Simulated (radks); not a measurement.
**W⁴⁶⁺ in [Ar] 3d10: an all-electron calculation**

An exercise on one series of results from a longer session: the logs are not shown, and one member is left open.

The numbers are computed with radks (a radial shooting solver on a logarithmic mesh, Libxc functionals) version 1 (Dirac Kohn-Sham, LDA (Slater exchange, Perdew-Zunger correlation), spin-unpolarised, spherical densities, finite nucleus), except any that are marked as measured or tabulated.

## What is computed

* element: tungsten (Z = 74)
* charge: +46
* electrons: 28
* configuration: [Ar] 3d10
* nuclear rms radius: 5.3658 fm

Outer shells as boxes (Hund's rule):

W⁴⁶⁺
```
[Ar] core
3d [↑↓][↑↓][↑↓][↑↓][↑↓]
```

Set-up of the first run:

Input:

```text
Z 74
configuration [Ar] 3d10
relativity Dirac
functional lda,pz
spin unpolarised
j_filling average
nucleus finite rms 5.3658 fm
c 137.035999084
```

One of the session's tables, all rows but one given; the rest of the session is left out.

It belongs to the step «Orbitals and density». Sizes of the orbitals, from the radial functions (bohr):

```
level      <r>  outermost maximum (interpolated)  90 % within  nodes
1s1/2  0.01836                            0.0115       0.0334      0
2s1/2  0.07683                            0.0658        0.120      1
2p1/2  0.06351                            0.0489        0.105      0
2p3/2  0.07141                            0.0557        0.116      0
3s1/2        ?                                 ?            ?      ?
3p1/2   0.1863                             0.172        0.279      1
3p3/2   0.1998                             0.185        0.298      1
3d3/2   0.1739                             0.144        0.269      0
3d5/2   0.1781                             0.148        0.274      0
```

Estimate the missing values for 3s1/2.

The run gave: <r>: 0.1967; outermost maximum (interpolated): 0.184; 90 % within: 0.288; nodes: 2. In the column «<r>» it lies between 3p1/2 (0.1863) and 3p3/2 (0.1998).
